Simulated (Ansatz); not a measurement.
NiMoIrPdW:

```
CELL_PARAMETERS angstrom
4.14670 0.00000 0.00000
-2.07335 3.59115 0.00000
0.00000 0.00000 5.41629
ATOMIC_POSITIONS crystal
Ni 0.00000 0.00000 0.02221
Mo 0.66667 0.33333 0.45996
Pd 0.33333 0.66667 0.74601
Ir 0.33333 0.66667 0.25641
W 0.66667 0.33333 0.99985
```

The cell was built by a generator and needn't be a form met in nature.

A run of Ansatz 0.2.0 on this cell left the log below. Logs are shortened: lines on timing, memory, paths and dates and some standing lists are left out, and cuts for length are marked.

```text
Warning: the atoms were moved onto the symmetric positions of the space group found under crystal.symmetry.tolerance 1.0e-5 (fractional; no operation is sought that the atoms, as they stand in a round, miss by more than twice it, and no atom is moved by as much as it), and the run uses the moved positions. Before a round's move an operation carried an atom to 4.15e-5 Å from where it should land, the largest such distance. Atom 1 (counting from 0) moved farthest, by 2.39e-5 Å; the longest move in fractions of the cell, of whichever atom, is 0.47 of the tolerance, in 1 round. To run the atoms as typed, lower crystal.symmetry.tolerance until the operations that they miss are no longer found, or set crystal.symmetry.detect: false (a key that needs symmetry detection or time reversal refuses this as the deck is read). The positions used, in the order of the run's atom list: position: [0.0, 0.0, 0.02221]; position: [0.6666666666666666, 0.3333333333333333, 0.45996]; position: [0.3333333333333333, 0.6666666666666666, 0.74601]; position: [0.3333333333333333, 0.6666666666666666, 0.25641]; position: [0.6666666666666666, 0.3333333333333333, 0.99985]; The lattice was moved too: crystal.lattice keeps the space group found at crystal.symmetry.tolerance 1.0e-5 only nearly: the operation that it misses by the most changes a squared length by the fraction 1.19e-6. The run uses the lattice that is a stretch of the typed one, with no rotation, onto the one that keeps every operation to a double's rounding (on a very oblique basis the stretch itself rounds by more); the deck's lattice vector that moved farthest moved by 1.42e-6 Å. To run the lattice as typed, set crystal.symmetry.tolerance under 1.18e-6, the least fraction by which an operation that the lattice misses changes a squared length (the same key also sets how far an atom may lie from its image, so lowering it can lose operations that the atoms keep only within it), or set crystal.symmetry.detect: false, as for the atoms. crystal.lattice made exact, in Å and degrees: [[4.146701419200567, 0.0, 0.0], [-2.0733507096002834, 3.5911487709366763, 0.0], [0.0, 0.0, 5.41629]]. Pasted over the deck's crystal.lattice, beside positions in fractional coordinates, it runs the same cell (given as lengths and angles, that cell in the form's own orientation, a rigid turn of the misfit's size from the one run here, for which a checkpoint.post_process_only pass over this run's state can be refused: where this run relaxes nothing, give such a pass this deck's own crystal.lattice, as typed; behind a relaxation, as crystal.lattice, the state's own cell, identity.cell in its checkpoint.json), and a matrix so pasted ends this notice, except on a very skew basis of the lattice, where the rounding of the pasted numbers themselves can read as a misfit: the cell is then moved again, and that move is told again. The lattice as run is in this notice's lattice.as_run_ang field (Run.prep()["deck_notices"] in Python, the deck_notice line of an events file, deck_notices of ansatz run --dry-run=json, or deck_notices in record.json in the deck's checkpoint.write directory).
Warning: RAYON_NUM_THREADS=8 ignored (pool sized by the plan → 8); use --threads N
Engine: ansatz 0.2.0, x86_64-unknown-linux-gnu
Pseudopotentials: kind: paw
Pseudopotential: Ni, paw, valence charge 18, recommended cutoff 500 eV (meta_gga), Ni.paw.azcp
Pseudopotential: Mo, paw, valence charge 14, recommended cutoff 500 eV (meta_gga), Mo.paw.azcp
Pseudopotential: Pd, paw, valence charge 18, recommended cutoff 500 eV (meta_gga), Pd.paw.azcp
Pseudopotential: Ir, paw, valence charge 17, recommended cutoff 500 eV (meta_gga), Ir.paw.azcp
Pseudopotential: W, paw, valence charge 14, recommended cutoff 500 eV (meta_gga), W.paw.azcp
Functional definition: r2SCAN
[... 270 lines left out ...]
  k-point 16 ↓: bands = ["-87.9936", "-75.3479", "-68.4760", "-57.0326", "-47.0379", "-47.0342", "-46.6939", "-43.9858", "-33.3570", "-33.3444", "-33.3434", "-31.6381", "-31.6310", "-31.5812", "-20.7420", "-20.6877", "-20.6753", "-17.3707", "-17.3601", "-17.2655", "13.2817", "13.3995", "13.8315", "14.3745", "14.6722", "14.8824", "14.9844", "15.1071", "15.2116", "15.3883", "15.4537", "15.6490", "16.4117", "16.5496", "16.7580", "16.8777", "16.9177", "17.2490", "17.9371", "18.7040", "18.7778", "19.6290", "19.9809", "20.1643", "20.8832", "21.2343", "21.3801", "21.9477", "22.8666", "23.7094", "25.4369"]
--- Relaxed structure (7 steps of the walk, 6 accepted, 1 SCFs on fresh bases) ---
  F+E_penalty+E_count = -40143.69896979 eV   max|allowed force component| = 4.772e-3 eV/Å   (the final SCF, on the basis selected at the relaxed cell)
  cell:  # Å, volume = 79.0738 Å³
    - [4.112998390525688, 1.4739107590270755e-33, -6.174517461402488e-18]
    - [-2.056499195262844, 3.561961091919756, 1.5436293653506217e-18]
    - [-8.064959060270868e-18, -2.328153142225348e-18, 5.39740141038703]
  atoms:
    - { symbol: Ni, position: [3.055229095179583e-19, 8.729225986227395e-20, 0.023773933381059993] }
    - { symbol: Mo, position: [0.6666666666666666, 0.3333333333333333, 0.4569273616913303] }
    - { symbol: Pd, position: [0.3333333333333333, 0.6666666666666666, 0.7461900206453252] }
    - { symbol: Ir, position: [0.3333333333333333, 0.6666666666666666, 0.2579957310185757] }
    - { symbol: W, position: [0.6666666666666666, 0.3333333333333333, 0.9995529532637086] }
```

Problem. What input gives this log?

Solution. Relaxation of cell and atoms with r2SCAN, collinear spin, ferromagnetic start. The files as run (others can give the same):

input.yaml
```yaml
crystal:
  lattice:
    - [4.1467, 0.0, 0.0]
    - [-2.07335, 3.59115, 0.0]
    - [0.0, 0.0, 5.41629]
  atoms:
    - { symbol: Ni, position: [0.0, 0.0, 0.02221], spin: 1.0 }
    - { symbol: Mo, position: [0.66667, 0.33333, 0.45996], spin: 1.0 }
    - { symbol: Pd, position: [0.33333, 0.66667, 0.74601] }
    - { symbol: Ir, position: [0.33333, 0.66667, 0.25641], spin: 0.6 }
    - { symbol: W, position: [0.66667, 0.33333, 0.99985] }
hamiltonian:
  xc: r2scan
  pseudopotentials: { kind: paw }
magnetization:
  spin_polarized: true
kpoints:
  mp_grid: { grid: [5, 5, 4] }
scf:
  occupations: { method: fermi_dirac, width: 0.05 }
output:
  forces: true
  stress: true
  eigenvalues: true
relax:
  f_tol: 0.01
  max_steps: 40
  cell: { stress_tol: 0.05 }
```

Potentials or basis: Ansatz PAW.
Run with:
```sh
$ ansatz run input.yaml --threads 8 --pin off --max-ram 20480MiB --backend cpu --events-out ev --progress --plain --runs-dir out
```

Caveat: the magnetic or orbital state may not be the lowest; the plane-wave basis is chosen anew once the cell has moved, so the energies of steps on either side of that aren't comparable; the PAW data sets come from PBE, with cores solved anew for the run's functional, which leaves a small shift of forces and pressure; the starting moments weren't kept.
